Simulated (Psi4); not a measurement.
# Li2BHF2 (SMILES [Li][Li].FBF): SAPT(DFT)/def2-SVPD (density fitting, density fitting for correlation, fragments set, sapt dft functional pbe0, sapt dft grac shift a 0.17, sapt dft grac shift b 0.136)

Aim: the interaction energy of Li2BHF2. Input form: a Python script.

Program for the calculation: Psi4 1.11.

1 further run of the same task is left out (set aside as unsound or not needed). Runs told in other sessions of the task aren't counted.

## 1. The system as given

Li2BHF2 has 6 atoms, charge 0, and is taken as a singlet. As SMILES, `[Li][Li].FBF`.

Bond lengths: Li1–Li2 2.673 Å, F3–B4 1.313 Å, B4–F5 1.313 Å, B4–H6 1.191 Å. Angles: F3–B4–F5 118.1°, F3–B4–H6 121.0°, F5–B4–H6 121.0°.

## 2. The interaction energy at SAPT(DFT)/def2-SVPD (density fitting, density fitting for correlation, fragments set, sapt dft functional pbe0, sapt dft grac shift a 0.17, sapt dft grac shift b 0.136)

run.py reads:

```python
import psi4

psi4.set_memory(1600000000)
psi4.set_num_threads(1)
psi4.core.set_output_file('bf2hli2.out', False)

m = psi4.geometry("""
0 1
Li     0.000000     0.000000    -1.336450
Li     0.000000     0.000000     1.336450
--
0 1
F     -1.608350    -3.792020     4.359720
B     -2.132890    -4.375680     3.306690
F     -1.995640    -3.786610     2.141120
H     -2.716260    -5.409600     3.406060
symmetry c1
no_reorient
no_com
""")

psi4.set_options({
    'basis': 'def2-SVPD',
    'reference': 'rhf',
    'scf_type': 'df',
    'freeze_core': 'true',
    'sapt_dft_functional': 'pbe0',
    'sapt_dft_grac_shift_a': 0.17,
    'sapt_dft_grac_shift_b': 0.136,
})

e = psi4.energy("sapt(dft)", molecule=m)
print(f'sapt(dft) energy: {e:.10f} Eh')
```

Started as:

```bash
python run.py
```

What values should one expect? Wanted: interaction energy.

Answer, from the run:

Level: SAPT(DFT)/def2-SVPD (density fitting, density fitting for correlation, fragments set, sapt dft functional pbe0, sapt dft grac shift a 0.17, sapt dft grac shift b 0.136).

```
          quantity         value
interaction energy  -3.15 kJ/mol
```
